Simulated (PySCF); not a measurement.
# P⁺ (triplet): spin, charge, geometry and surroundings

One physical setting of the base script is moved in each run, with the edits that it forces.

Computed with PySCF 2.14.0. Level: each script names its method and basis.

4 further runs of the same task are left out: 4 that didn't finish.

## Step 1: The atom

P⁺ (triplet): 1 atom, charge 1, spin multiplicity 3.

## Step 2: Base script

File input.py:

```python
from pyscf import gto, scf, cc

mol = gto.M(
    atom='P 0 0 0',
    basis='sto-3g',
    charge=1,
    spin=2,
    verbose=4,
)
mf = scf.ROHF(mol)
mf.kernel()
mycc = cc.CCSD(mf, frozen=5)
mycc.kernel()
e = mycc.eaccsd(nroots=6)[0]
print('roots (eV) =', (e*27.211386).round(3))
mf.dip_moment()
print('orbital energies (hartree):', mf.mo_energy[..., max(0, mol.nelec[1]-3):mol.nelec[0]+3].round(4))
```

On the command line:

```console
OMP_NUM_THREADS=1 python input.py
```

The log of this run is left out.

It gives: E(SCF) = -336.624522 Eh, 4 cycles, E(CCSD) − E(SCF) = -0.01415 Eh, attachment roots -6.255, -6.255, -3.804, -3.804, -3.803 eV.

Positive EA roots mean that the added electron is unbound. The triplet is typed in the script; nothing here shows that it is the ground state.

## Step 3: Electric field 0.005 a.u.

Run 1 changes electric field: none → 0.005 a.u.

File input.py:

```python
from pyscf import gto, scf, cc

mol = gto.M(
    atom='P 0 0 0',
    basis='sto-3g',
    charge=1,
    spin=2,
    verbose=4,
)
mf = scf.ROHF(mol)
field = 0.005  # electric field along z, atomic units
h = mf.get_hcore() + field*mol.intor('int1e_r')[2]
mf.get_hcore = lambda *args: h
e_nuc = mol.energy_nuc() - field*mol.atom_charges() @ mol.atom_coords()[:, 2]
mf.energy_nuc = lambda *args: e_nuc
mf.kernel()
mycc = cc.CCSD(mf, frozen=5)
mycc.kernel()
e = mycc.eaccsd(nroots=6)[0]
print('roots (eV) =', (e*27.211386).round(3))
mf.dip_moment()
print('orbital energies (hartree):', mf.mo_energy[..., max(0, mol.nelec[1]-3):mol.nelec[0]+3].round(4))
```

On the command line:

```console
OMP_NUM_THREADS=1 python input.py
```

## Step 4: Electric field 0.001 a.u.

Run 2 changes electric field: none → 0.001 a.u.

Changes to input.py since step 2:

```diff
@@ -10,2 +10,7 @@
 mf = scf.ROHF(mol)
+field = 0.001  # electric field along z, atomic units
+h = mf.get_hcore() + field*mol.intor('int1e_r')[2]
+mf.get_hcore = lambda *args: h
+e_nuc = mol.energy_nuc() - field*mol.atom_charges() @ mol.atom_coords()[:, 2]
+mf.energy_nuc = lambda *args: e_nuc
 mf.kernel()
```

## Step 5: Electric field 0.2 a.u.

Run 3 changes electric field: none → 0.2 a.u.

Changes to input.py since step 2:

```diff
@@ -10,2 +10,7 @@
 mf = scf.ROHF(mol)
+field = 0.2  # electric field along z, atomic units
+h = mf.get_hcore() + field*mol.intor('int1e_r')[2]
+mf.get_hcore = lambda *args: h
+e_nuc = mol.energy_nuc() - field*mol.atom_charges() @ mol.atom_coords()[:, 2]
+mf.energy_nuc = lambda *args: e_nuc
 mf.kernel()
```

## Step 6: Electric field -0.01 a.u.

Run 4 changes electric field: none → -0.01 a.u.

Changes to input.py since step 2:

```diff
@@ -10,2 +10,7 @@
 mf = scf.ROHF(mol)
+field = -0.01  # electric field along z, atomic units
+h = mf.get_hcore() + field*mol.intor('int1e_r')[2]
+mf.get_hcore = lambda *args: h
+e_nuc = mol.energy_nuc() - field*mol.atom_charges() @ mol.atom_coords()[:, 2]
+mf.energy_nuc = lambda *args: e_nuc
 mf.kernel()
```

## Step 7: PCM, ε = 20.5

Run 5 changes solvent: none (gas phase) → PCM, ε = 20.5; step after the SCF: eomea → analyze.

File input.py:

```python
from pyscf import gto, scf, solvent

mol = gto.M(
    atom='P 0 0 0',
    basis='sto-3g',
    charge=1,
    spin=2,
    verbose=4,
)
mf = scf.ROHF(mol)
mf = solvent.PCM(mf)
mf.with_solvent.eps = 20.5
mf.kernel()
mf.analyze()
print('orbital energies (hartree):', mf.mo_energy[..., max(0, mol.nelec[1]-3):mol.nelec[0]+3].round(4))
```

Q: Predict the outcome of this session. Wanted: for each run, E(SCF); from base; after the SCF.

**Answer**, as computed:

| run | E(SCF) (hartree) | from base (eV) | cycles | after the SCF |
| --- | --- | --- | --- | --- |
| base | -336.624522 | 0 | 4 | CCSD correlation -0.385 eV, core frozen, first root -6.25 eV |
| electric field 0.005 a.u. | -336.624618 | not comparable | 4 | CCSD correlation -0.385 eV, core frozen, first root -6.25 eV |
| electric field 0.001 a.u. | -336.624526 | not comparable | 4 | CCSD correlation -0.385 eV, core frozen, first root -6.25 eV |
| electric field 0.2 a.u. (poor choice) | -336.765588 | not comparable | 5 | CCSD correlation -0.246 eV, core frozen, first root -5.34 eV |
| electric field -0.01 a.u. | -336.624904 | not comparable | 4 | CCSD correlation -0.384 eV, core frozen, first root -6.25 eV |
| PCM, ε = 20.5 | -336.742515 | -3.2108 | 4 | n/a |

**Reading.** A continuum solvent with ε = 20.5 lowers the energy by 3.211 eV, a large gain because the system is charged. Rows marked «poor choice» come from settings spoiled on purpose.
